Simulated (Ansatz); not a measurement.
Geometry optimisation, DFT PBE-D3(BJ), scalar-relativistic, plane waves, PAW in Ansatz 0.2.0.

Input file:

```yaml
crystal:
  lattice:
    - [-4.1337, -4.1337, 0.0]
    - [4.1337, -4.1337, 0.0]
    - [0.0, 0.0, 5.3034]
  atoms:
    - { symbol: Si, position: [0.5026608, 0.4966092, 0.0025583] }
    - { symbol: Si, position: [0.0065111, 0.4996582, 0.2470119] }
    - { symbol: O, position: [0.2059137, 0.5060862, -0.0025642] }
    - { symbol: O, position: [0.0002234, 0.1932963, 0.2536295] }
    - { symbol: O, position: [0.8067024, 0.4959953, -0.0004477] }
    - { symbol: Si, position: [0.4917956, 0.4995091, 0.5110058] }
    - { symbol: Si, position: [-0.0003795, 0.5016176, 0.7453059] }
    - { symbol: O, position: [0.1930523, 0.5043148, 0.5027024] }
    - { symbol: O, position: [0.0012804, 0.192698, 0.7468799] }
    - { symbol: O, position: [0.8073706, 0.5065983, 0.5034747] }
    - { symbol: O, position: [0.0001447, 0.7961658, 0.7472325] }
    - { symbol: Si, position: [-0.0038432, -0.0021411, -0.0127481] }
    - { symbol: Si, position: [0.5009149, -0.0024404, 0.2447422] }
    - { symbol: O, position: [0.6842065, 0.0058414, 0.0053388] }
    - { symbol: O, position: [0.5027667, 0.6992872, 0.2506917] }
    - { symbol: O, position: [0.3093965, -0.0064939, 0.003902] }
    - { symbol: O, position: [0.4934446, 0.3050692, 0.2546094] }
    - { symbol: Si, position: [0.0047386, -0.0004624, 0.5012034] }
    - { symbol: Si, position: [0.4990057, -0.0009617, 0.7476197] }
    - { symbol: O, position: [0.6914506, -0.0038849, 0.4986468] }
    - { symbol: O, position: [0.5057892, 0.6940217, 0.7578628] }
    - { symbol: O, position: [0.3108072, 0.0075274, 0.496996] }
    - { symbol: O, position: [0.5008223, 0.3093702, 0.7634581] }
total_charge: -2
basis:
  ecutwfc: 420.0
kpoints:
  mp_grid: { grid: [2, 2, 2] }
hamiltonian:
  xc: pbe
  dispersion: d3bj
  pseudopotentials: { kind: paw, azcp: { folder: soft_1 } }
scf:
  occupations: { method: fermi_dirac, width: 0.05 }
  lower_state_search: "off"
relax:
  f_tol: 0.03
  max_steps: 60
  adjacent_minimum: "off"
```

Command:

```bash
$ ansatz run input.yaml --threads 1 --pin off --max-ram 3072MiB --backend cpu --events-out ev --progress --plain --runs-dir out
```

Where does it end, and by what steps?

The run converged. The force dipped under the threshold on the way, but the program's further checks kept it going. Limits of this set-up: coarse k mesh, charged cell in a uniform background, uncorrected. After 8 steps the energy has fallen by 2.656 eV; Si2 moved furthest, 0.25 Å.

```json
{"step": "0", "energy less start (eV)": "0.0000", "largest force component (eV/Å)": "4.768", "accepted": "yes"}
{"step": "1", "energy less start (eV)": "-1.3738", "largest force component (eV/Å)": "3.275", "accepted": "yes"}
{"step": "2", "energy less start (eV)": "-2.2308", "largest force component (eV/Å)": "1.840", "accepted": "yes"}
{"step": "3", "energy less start (eV)": "-2.6068", "largest force component (eV/Å)": "0.510", "accepted": "yes"}
{"step": "4", "energy less start (eV)": "-2.6426", "largest force component (eV/Å)": "0.202", "accepted": "yes"}
{"step": "5", "energy less start (eV)": "-2.6514", "largest force component (eV/Å)": "0.122", "accepted": "yes"}
{"step": "6", "energy less start (eV)": "-2.6535", "largest force component (eV/Å)": "0.164", "accepted": "yes"}
{"step": "7", "energy less start (eV)": "-2.6559", "largest force component (eV/Å)": "0.020", "accepted": "yes"}
{"step": "8", "energy less start (eV)": "-2.6559", "largest force component (eV/Å)": "0.020", "accepted": "yes"}
```

```xyz
23
Lattice="-4.1337 -4.1337 0.0000 4.1337 -4.1337 0.0000 0.0000 0.0000 5.3034" Properties=species:S:1:pos:R:3
Si -0.017 -4.122 -0.012
Si 2.238 -2.243 1.330
O 1.193 -2.906 -0.080
O 0.973 -0.978 1.331
O -1.233 -5.333 -0.079
Si -0.018 -4.121 2.673
Si 2.044 -2.049 3.982
O 1.193 -2.906 2.741
O 0.775 -0.779 3.982
O -1.233 -5.333 2.741
O 3.311 -3.316 3.982
Si -0.023 0.017 0.131
Si -2.078 -2.061 1.330
O -2.875 -2.847 0.019
O 0.789 -4.927 1.331
O -1.291 -1.264 0.019
O -0.820 -3.319 1.330
Si -0.024 0.018 2.528
Si -2.087 -2.053 3.982
O -2.875 -2.848 2.641
O 0.814 -4.953 3.982
O -1.290 -1.265 2.641
O -0.845 -3.295 3.982
```

Whether the end is a true minimum wasn't checked by a vibrational analysis.

Time of the run: 51 s on 1 thread of Intel(R) Xeon(R) Platinum 8259CL CPU @ 2.50GHz (Skylake/Cascade Lake), on a shared host, peak memory 0.5 GiB.
